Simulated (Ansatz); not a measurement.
# CH₇ClGe (built from SMILES [CH3][GeH2][Cl].[H][H]): search for a transition state

Wanted: the transition state of a four-centre ligand exchange (form Ge1–H7, Cl2–H6 and break Ge1–Cl2, H6–H7). The guess is relaxed with those distances held, a saddle search follows, and vibrations and two downhill relaxations check it.

Computed with Ansatz 0.2.0, Gaussian basis. Level: PBE0-D4, def2-SVP first, then def2-TZVP.

152 further runs of the same task are left out: 152 set aside as unsound or not needed. Runs told in other sessions of the task aren't counted.

## 1. The starting structure

The guess: 10 atoms, charge 0, spin multiplicity 1.

Atoms are counted from 1 here; the program's logs count them from 0.

Bond lengths: Ge1–Cl2 2.621 Å, Ge1–H3 1.533 Å, Ge1–H4 1.536 Å, Ge1–C5 1.971 Å, Ge1–H7 1.952 Å, Cl2–H6 1.582 Å, C5–H8 1.087 Å, C5–H9 1.085 Å, C5–H10 1.086 Å. Angles: Cl2–Ge1–H3 82.2°, Cl2–Ge1–H4 136.7°, Cl2–Ge1–C5 100.1°, Cl2–Ge1–H7 67.3°, H3–Ge1–H4 101.8°, H3–Ge1–C5 112.6°, H3–Ge1–H7 141.9°, H4–Ge1–C5 117.0°, H4–Ge1–H7 86.7°, C5–Ge1–H7 95.4°, Ge1–Cl2–H6 57.6°, Ge1–C5–H8 109.6°, Ge1–C5–H9 110.7°, Ge1–C5–H10 110.3°, H8–C5–H9 109.0°, H8–C5–H10 108.5°, H9–C5–H10 108.7°.

Coordinates:

```mol
CH7ClGe
  3D, bonds by distance, orders not assigned

 10  9  0  0  0  0  0  0  0  0999 V2000
   -0.3022   -0.7331    0.1718 Ge  0  0
    1.9503   -1.0170   -1.1381 Cl  0  0
   -0.8102   -1.6950   -0.9080 H   0  0
   -0.9393   -1.3209    1.4397 H   0  0
   -0.7064    1.1516   -0.2416 C   0  0
    1.9031   -0.5638    0.3772 H   0  0
    1.2622   -0.3487    1.2735 H   0  0
   -1.6962    1.2238   -0.6844 H   0  0
   -0.6777    1.7570    0.6589 H   0  0
    0.0163    1.5462   -0.9490 H   0  0
  1  2  8  0
  1  3  8  0
  1  4  8  0
  1  5  8  0
  1  7  8  0
  2  6  8  0
  5  8  8  0
  5  9  8  0
  5 10  8  0
M  END
```

Distances that are to change: Ge1–H7 1.95 Å, Cl2–H6 1.58 Å, Ge1–Cl2 2.62 Å, H6–H7 1.12 Å.

## 2. Relaxing the guess with the reacting distances held

The input, hold/in.yaml:

```yaml
crystal:
  periodic: [false, false, false]
  atoms:
    - {symbol: Ge, position_ang: [-0.302200, -0.733100, 0.171800]}
    - {symbol: Cl, position_ang: [1.950300, -1.017000, -1.138100]}
    - {symbol: H, position_ang: [-0.810200, -1.695000, -0.908000]}
    - {symbol: H, position_ang: [-0.939300, -1.320900, 1.439700]}
    - {symbol: C, position_ang: [-0.706400, 1.151600, -0.241600]}
    - {symbol: H, position_ang: [1.903100, -0.563800, 0.377200]}
    - {symbol: H, position_ang: [1.262200, -0.348700, 1.273500]}
    - {symbol: H, position_ang: [-1.696200, 1.223800, -0.684400]}
    - {symbol: H, position_ang: [-0.677700, 1.757000, 0.658900]}
    - {symbol: H, position_ang: [0.016300, 1.546200, -0.949000]}
basis:
  gaussian: {orbitals: def2-SVP}
hamiltonian: {xc: pbe0, dispersion: d4}
relax: {f_tol: 0.04, max_steps: 150, escape_saddle: false, constraints: [{distance: [0, 6]}, {distance: [1, 5]}, {distance: [0, 1]}, {distance: [5, 6]}]}
```

Run with:

```console
> ansatz run in.yaml --threads 4 --pin off --events-out ev --progress --plain --max-ram 9574MiB
```

Further steps of the session: Force constants to start from; Saddle search in the small basis; Saddle search in triple zeta; Checking the order of the point; Relaxing after a step of 0.30 Å one way along the mode; Relaxing after a step of 0.30 Å the other way along the mode.

**Question.** What will these runs give? Wanted: imaginary mode; barrier from the start side; barrier from the end side; energy of the step; pairs that change; zero-point energy at the saddle.

The runs gave:

```
                       quantity                                                       value
                 imaginary mode                                                   848i cm⁻¹
    barrier from the start side                                                204.6 kJ/mol
      barrier from the end side                                                147.8 kJ/mol
             energy of the step                                                +56.9 kJ/mol
              pairs that change  Ge1–H7 formed, Cl2–H6 formed, Ge1–Cl2 broken, H6–H7 broken
zero-point energy at the saddle                                                    1.828 eV
```

One imaginary mode, 848i cm⁻¹, makes this a first-order saddle. The two relaxations end on the structures that were planned. At PBE0-D4/def2-TZVP the electronic barrier is 204.6 kJ/mol, about 83 kT at 298 K, and the step runs 56.9 kJ/mol uphill. A step off the saddle overshot and began above it in energy, so the link to its end is likely but not proven. Lower complexes than these ends may exist.
